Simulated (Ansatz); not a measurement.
The system is HPbNO4.

```
CELL_PARAMETERS angstrom
3.85707 0.00178 -0.03658
0.17353 4.33436 -0.01647
0.75803 0.83873 5.87662
ATOMIC_POSITIONS crystal
H 0.61511 0.89559 0.19844
Pb 0.64597 0.44651 0.91685
N 0.71474 0.23810 0.50058
O 0.16958 0.47007 0.77768
O 0.62919 0.97045 0.49845
O 0.56424 0.92583 0.03849
O 0.78022 0.42250 0.31951
```

The cell was built by a generator and needn't be a form met in nature.

Base run:

| Item | Value |
| --- | --- |
| Program | Ansatz 0.2.0 |
| Functional | PBE |
| Potentials or basis | Ansatz PAW |
| Cutoff | 420 eV (not typed: the program's choice for these potentials) |
| k mesh | 7 × 6 × 5 |
| Occupations | fermi-dirac, width 0.05 eV |
| Spin | no spin polarisation |

Its results: band gap on the k mesh 0.36 eV, indirect (least direct gap 0.59 eV); pressure 0.0 GPa; largest force 0.010 eV/Å.

Question: The run is repeated on the same cell with these changes: functional from PBE to PBEsol. What comes out?

Answer: Band gap on the k mesh 0.35 eV, indirect (least direct gap 0.58 eV); pressure -3.1 GPa; largest force 0.422 eV/Å.

PBEsol binds more tightly than PBE, so the same cell stands under less pressure.

Caveats: spin-orbit coupling is left out, which as a rule narrows the gap of such compounds by several tenths of an eV; odd divisions of the mesh miss points on the zone boundary, where band edges often lie, so the gap on the mesh can be too wide (some runs); the k mesh misses the band edges, so the gap on the mesh is wider than the one along the path (some runs); the PAW data sets come from PBE, with cores solved anew for the run's functional, which leaves a small shift of forces and pressure (some runs).
